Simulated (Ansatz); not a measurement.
# Cl3H2Sn: the cost of one run

Method: UKS B3LYP-D4/def2-SVP, in Ansatz 0.2.0.

## 1. The starting structure

Bond lengths: Sn1–Cl2 2.660 Å, Sn1–H3 1.740 Å, Sn1–Cl4 2.408 Å, Sn1–Cl5 2.408 Å. Angles: Cl2–Sn1–H3 109.4°, Cl2–Sn1–Cl4 109.5°, Cl2–Sn1–Cl5 109.5°, H3–Sn1–Cl4 109.5°, H3–Sn1–Cl5 109.5°, Cl4–Sn1–Cl5 109.5°.

Structure file:

```xyz
6

Sn    0.0000    0.0000    0.0000
Cl    0.0000    0.0000    2.6600
H     1.6408    0.0000   -0.5794
Cl   -1.1351    1.9666   -0.8025
Cl   -1.1351   -1.9666   -0.8025
H     0.0000    0.0000    4.3300
```

## 2. A restrained relaxation towards end A

Springs on the bonds that form and break draw the guess towards this end; the thresholds are loose.

The input, input.yaml:

```yaml
crystal:
  periodic: [false, false, false]
  atoms:
    - { symbol: Sn, position_ang: [0.0, 0.0, 0.0] }
    - { symbol: Cl, position_ang: [0.0, 0.0, 2.66] }
    - { symbol: H, position_ang: [1.6408, 0.0, -0.5794] }
    - { symbol: Cl, position_ang: [-1.1351, 1.9666, -0.8025] }
    - { symbol: Cl, position_ang: [-1.1351, -1.9666, -0.8025] }
    - { symbol: H, position_ang: [0.0, 0.0, 4.33] }
magnetization:
  spin_polarized: true
  initial_magnetization: 1
basis:
  gaussian: { orbitals: def2-SVP }
hamiltonian:
  xc: b3lyp
  dispersion: d4
relax:
  f_tol: 0.15
  max_steps: 25
  restrain:
    - { distance: [1, 5], at: 2.57, k: 30.0 }
    - { distance: [0, 1], at: 2.41, k: 30.0 }
```

On the command line:

```bash
$ ansatz run input.yaml --threads 4 --pin off --max-ram 5120MiB --backend cpu --events-out ev --progress --plain --runs-dir out
```

What time and memory should one allow on 4 threads of Arm Neoverse N1, shared host?

About 18 s, with a peak of 0.3 GiB.
